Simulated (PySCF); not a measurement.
# [Pb(SH)3]+: forces at shaken geometries

How stiff is [Pb(SH)3]+? Its atoms are displaced at random by several amounts. It is a constructed species; whether it can be made isn't addressed.

Program: PySCF 2.14.0. Level of theory: TPSS, Pb def2-SVP with ECP60, S def2-SVP, H def2-SVP; scalar-relativistic core potentials, no spin–orbit coupling. These are calculated values, not measurements.

4 further runs of the same task are left out: 1 for a known fault of the program, 1 that didn't finish, 2 set aside as unsound or not needed.

## (1) The system as given

7 atoms, charge 1, spin multiplicity 1.

Bond lengths: Pb1–S2 2.482 Å, Pb1–S4 2.482 Å, Pb1–S6 2.482 Å, S2–H3 1.363 Å, S4–H5 1.363 Å, S6–H7 1.363 Å. Angles: S2–Pb1–S4 120.0°, S2–Pb1–S6 120.0°, S4–Pb1–S6 120.0°, Pb1–S2–H3 92.9°, Pb1–S4–H5 92.9°, Pb1–S6–H7 92.9°.

As a file:

```xyz
7
H3PbS3
Pb    0.00000    0.00000    0.46762
S     2.42369    0.53365    0.46521
H     2.78431   -0.78050    0.47056
S    -1.67400    1.83215    0.46521
H    -0.71622    2.80154    0.47056
S    -0.74969   -2.36580    0.46521
H    -2.06809   -2.02103    0.47056
```

Formal oxidation states: Pb +4. An earlier session relaxed this geometry at TPSS, Pb def2-SVP with ECP60, S def2-SVP, H def2-SVP (singlet, point group C3h).

Its energy there is -1388.667284 Eh.

## (2) Atoms moved at random, σ = 0.03 Å

The input, run.py (the lines that set the calculation):

```python
mol = gto.M(atom='''
Pb     0.04908    -0.01642     0.46836
S      2.42211     0.55383     0.46355
H      2.76262    -0.78416     0.48785
S     -1.65022     1.84799     0.47701
H     -0.75874     2.77514     0.48718
S     -0.75319    -2.36990     0.45627
H     -2.07165    -2.00648     0.43471''',
    basis={'Pb': 'def2-SVP', 'S': 'def2-SVP', 'H': 'def2-SVP'},
    ecp={'Pb': 'def2-SVP'},
    charge=1, spin=0)
mf = dft.RKS(mol, xc='TPSS')
mf.grids.atom_grid = (50, 194)
mf = mf.density_fit()  # fitting sets: Pb def2-universal-JKFIT, S def2-universal-JKFIT, H def2-universal-JKFIT
mf.conv_tol = 1e-08; mf.max_cycle = 55
mf.kernel(dm0)  # dm0: the density of the relaxed state
```

Command:

```
$ OMP_NUM_THREADS=2 python run.py
```

The log of the run:

```text
init E= -1388.68328035529
  HOMO = -0.41710365317847  LUMO = -0.35029515684969  gap/eV = 1.81795
cycle= 1 E= -1388.66251501336  delta_E= 0.0208  |g|= 0.0431  |ddm|= 0.135
  HOMO = -0.420089237273918  LUMO = -0.354915888990007  gap/eV = 1.77346
cycle= 2 E= -1388.66007823678  delta_E= 0.00244  |g|= 0.0847  |ddm|= 0.188
  HOMO = -0.421192358637803  LUMO = -0.354886483568862  gap/eV = 1.80427
cycle= 3 E= -1388.66289940128  delta_E= -0.00282  |g|= 0.0285  |ddm|= 0.172
  HOMO = -0.421989079168558  LUMO = -0.354669766564761  gap/eV = 1.83185
cycle= 4 E= -1388.66324820136  delta_E= -0.000349  |g|= 0.00198  |ddm|= 0.0481
  HOMO = -0.421819032803932  LUMO = -0.354596954850486  gap/eV = 1.82921
cycle= 5 E= -1388.66324872571  delta_E= -5.24e-07  |g|= 0.0014  |ddm|= 0.00486
  HOMO = -0.421909249999238  LUMO = -0.354585429697224  gap/eV = 1.83197
cycle= 6 E= -1388.6632494996  delta_E= -7.74e-07  |g|= 0.000476  |ddm|= 0.00307
  HOMO = -0.42187042511694  LUMO = -0.354590257476879  gap/eV = 1.83079
cycle= 7 E= -1388.66324959174  delta_E= -9.21e-08  |g|= 0.000189  |ddm|= 0.001
  HOMO = -0.421881636347833  LUMO = -0.354591230121244  gap/eV = 1.83107
cycle= 8 E= -1388.66324960458  delta_E= -1.28e-08  |g|= 3.5e-05  |ddm|= 0.000336
  HOMO = -0.421879307912914  LUMO = -0.354591906663636  gap/eV = 1.83098
cycle= 9 E= -1388.66324960518  delta_E= -6.01e-10  |g|= 4.1e-06  |ddm|= 6.92e-05
  HOMO = -0.421879165395017  LUMO = -0.354591174051947  gap/eV = 1.83100
Extra cycle  E= -1388.66324960516  delta_E= 1.73e-11  |g|= 6.62e-06  |ddm|= 1.67e-05
converged SCF energy = -1388.66324960516
```

Wall time 4.9 s (2 threads of Intel Xeon Platinum 8488C (Sapphire Rapids), shared host).

It gives: E = -1388.663250 Eh (+0.110 eV from the relaxed state), HOMO -11.48 eV, LUMO -9.65 eV, Mulliken charge on Pb1 +0.72 e, largest force component 1.959 eV/Å. 

```csv
atom,Fx,Fy,Fz (eV/Å)
Pb1,-0.818,0.253,0.000
S2,0.508,-0.418,0.015
H3,0.005,0.434,-0.013
S4,-1.390,-1.959,-0.022
H5,1.638,1.636,0.017
S6,-0.068,0.054,-0.005
H7,0.125,0.000,0.007
```

## (3) Atoms moved at random, σ = 0.03 Å

The input, run.py (the lines that set the calculation):

```python
mol = gto.M(atom='''
Pb    -0.01357    -0.05725     0.49320
S      2.45401     0.60862     0.47112
H      2.74453    -0.78163     0.44122
S     -1.70314     1.88236     0.47728
H     -0.70524     2.78020     0.46406
S     -0.73712    -2.37428     0.46258
H     -2.03948    -2.05801     0.46548''',
    basis={'Pb': 'def2-SVP', 'S': 'def2-SVP', 'H': 'def2-SVP'},
    ecp={'Pb': 'def2-SVP'},
    charge=1, spin=0)
mf = dft.RKS(mol, xc='TPSS')
mf.grids.atom_grid = (50, 194)
mf = mf.density_fit()  # fitting sets: Pb def2-universal-JKFIT, S def2-universal-JKFIT, H def2-universal-JKFIT
mf.conv_tol = 1e-08; mf.max_cycle = 55
mf.kernel(dm0)  # dm0: the density of the relaxed state
```

Command:

```
$ OMP_NUM_THREADS=2 python run.py
```

The log of the run:

```text
init E= -1388.61986499871
  HOMO = -0.432974032154869  LUMO = -0.374390480123061  gap/eV = 1.59414
cycle= 1 E= -1388.6556872058  delta_E= -0.0358  |g|= 0.111  |ddm|= 0.28
  HOMO = -0.396482441029894  LUMO = -0.355284695904847  gap/eV = 1.12105
cycle= 2 E= -1388.62066260549  delta_E= 0.035  |g|= 0.298  |ddm|= 0.684
  HOMO = -0.415599441109218  LUMO = -0.358969502242232  gap/eV = 1.54098
cycle= 3 E= -1388.66085811975  delta_E= -0.0402  |g|= 0.045  |ddm|= 0.514
  HOMO = -0.417906321184714  LUMO = -0.359999173186225  gap/eV = 1.57573
cycle= 4 E= -1388.66140971473  delta_E= -0.000552  |g|= 0.0252  |ddm|= 0.107
  HOMO = -0.417566484174245  LUMO = -0.360395261654169  gap/eV = 1.55571
cycle= 5 E= -1388.66165221006  delta_E= -0.000242  |g|= 0.00924  |ddm|= 0.0526
  HOMO = -0.418365944968492  LUMO = -0.360430647339214  gap/eV = 1.57650
cycle= 6 E= -1388.66168733608  delta_E= -3.51e-05  |g|= 0.00342  |ddm|= 0.0202
  HOMO = -0.418205762692187  LUMO = -0.360418289261858  gap/eV = 1.57248
cycle= 7 E= -1388.66169193967  delta_E= -4.6e-06  |g|= 0.000522  |ddm|= 0.00564
  HOMO = -0.418175602639263  LUMO = -0.360402100142608  gap/eV = 1.57210
cycle= 8 E= -1388.66169205608  delta_E= -1.16e-07  |g|= 0.000119  |ddm|= 0.00081
  HOMO = -0.418172480940669  LUMO = -0.360403438131705  gap/eV = 1.57198
cycle= 9 E= -1388.66169206286  delta_E= -6.78e-09  |g|= 1.33e-05  |ddm|= 0.000228
  HOMO = -0.418174324266392  LUMO = -0.3604034871246  gap/eV = 1.57202
Extra cycle  E= -1388.66169206258  delta_E= 2.82e-10  |g|= 2.74e-05  |ddm|= 6.84e-05
converged SCF energy = -1388.66169206258
```

Wall time 4.9 s (2 threads of Intel Xeon Platinum 8488C (Sapphire Rapids), shared host).

Result: E = -1388.661692 Eh (+0.152 eV from the relaxed state), HOMO -11.38 eV, LUMO -9.81 eV, Mulliken charge on Pb1 +0.72 e, largest force component 1.601 eV/Å. 

```csv
atom,Fx,Fy,Fz (eV/Å)
Pb1,0.228,1.601,-0.024
S2,-0.527,-1.596,-0.016
H3,-0.021,1.241,0.026
S4,0.112,-0.971,0.019
H5,0.366,0.376,-0.003
S6,0.418,-0.823,-0.003
H7,-0.576,0.173,0.001
```

## (4) Atoms moved at random, σ = 0.06 Å

The input, run.py (the lines that set the calculation):

```python
mol = gto.M(atom='''
Pb     0.01759     0.02482     0.48775
S      2.38258     0.57556     0.42990
H      2.73138    -0.78941     0.53214
S     -1.65767     1.85153     0.42298
H     -0.69308     2.80737     0.43924
S     -0.74565    -2.38161     0.46550
H     -2.03514    -2.08827     0.49741''',
    basis={'Pb': 'def2-SVP', 'S': 'def2-SVP', 'H': 'def2-SVP'},
    ecp={'Pb': 'def2-SVP'},
    charge=1, spin=0)
mf = dft.RKS(mol, xc='TPSS')
mf.grids.atom_grid = (50, 194)
mf = mf.density_fit()  # fitting sets: Pb def2-universal-JKFIT, S def2-universal-JKFIT, H def2-universal-JKFIT
mf.conv_tol = 1e-08; mf.max_cycle = 55
mf.kernel(dm0)  # dm0: the density of the relaxed state
```

Command:

```
$ OMP_NUM_THREADS=2 python run.py
```

The log of the run:

```text
init E= -1388.66560339671
  HOMO = -0.423210337995717  LUMO = -0.354187463218921  gap/eV = 1.87821
cycle= 1 E= -1388.6637262492  delta_E= 0.00188  |g|= 0.0377  |ddm|= 0.187
  HOMO = -0.421917407899074  LUMO = -0.353481885241017  gap/eV = 1.86223
cycle= 2 E= -1388.66346967657  delta_E= 0.000257  |g|= 0.0446  |ddm|= 0.11
  HOMO = -0.421826433348916  LUMO = -0.353451014214421  gap/eV = 1.86059
cycle= 3 E= -1388.664139584  delta_E= -0.00067  |g|= 0.0153  |ddm|= 0.0769
  HOMO = -0.42220151826019  LUMO = -0.353480936626184  gap/eV = 1.86998
cycle= 4 E= -1388.66424560953  delta_E= -0.000106  |g|= 0.002  |ddm|= 0.0286
  HOMO = -0.422316513276246  LUMO = -0.353544168222932  gap/eV = 1.87139
cycle= 5 E= -1388.6642471076  delta_E= -1.5e-06  |g|= 0.000606  |ddm|= 0.00383
  HOMO = -0.422246613331748  LUMO = -0.353528053352306  gap/eV = 1.86993
cycle= 6 E= -1388.66424718016  delta_E= -7.26e-08  |g|= 0.000438  |ddm|= 0.00164
  HOMO = -0.422273744630869  LUMO = -0.353525856076772  gap/eV = 1.87073
cycle= 7 E= -1388.66424726187  delta_E= -8.17e-08  |g|= 8.37e-05  |ddm|= 0.000848
  HOMO = -0.422268612309211  LUMO = -0.353527073902185  gap/eV = 1.87055
cycle= 8 E= -1388.6642472648  delta_E= -2.92e-09  |g|= 3.49e-05  |ddm|= 0.000179
  HOMO = -0.422271504056411  LUMO = -0.35352656118949  gap/eV = 1.87065
Extra cycle  E= -1388.66424726316  delta_E= 1.64e-09  |g|= 7.47e-05  |ddm|= 0.000174
converged SCF energy = -1388.66424726316
```

Wall time 4.8 s (2 threads of Intel Xeon Platinum 8488C (Sapphire Rapids), shared host).

It gives: E = -1388.664247 Eh (+0.083 eV from the relaxed state), HOMO -11.49 eV, LUMO -9.62 eV, Mulliken charge on Pb1 +0.72 e, largest force component 1.241 eV/Å. 

```csv
atom,Fx,Fy,Fz (eV/Å)
Pb1,-0.814,-0.506,-0.046
S2,0.819,-1.005,0.095
H3,-0.171,1.063,-0.090
S4,-0.095,-0.068,0.017
H5,0.069,0.101,0.002
S6,1.241,0.089,-0.005
H7,-1.049,0.327,0.027
```

## (5) Results

| σ (Å) | energy rise (eV) | harmonic estimate −½ F·u (eV) | largest force component (eV/Å) |
| --- | --- | --- | --- |
| 0.03 | 0.110 | 0.117 | 1.96 |
| 0.03 | 0.152 | 0.149 | 1.60 |
| 0.06 | 0.083 | 0.083 | 1.24 |

Every displacement raises the energy. For a harmonic well the rise equals −½ F·u; the two differ by at most 6 % here (a move with σ = 0.03 Å), from anharmonicity, the grid and the small forces left at the relaxed point. These are double-zeta-type bases without diffuse functions. Spin–orbit coupling is left out.
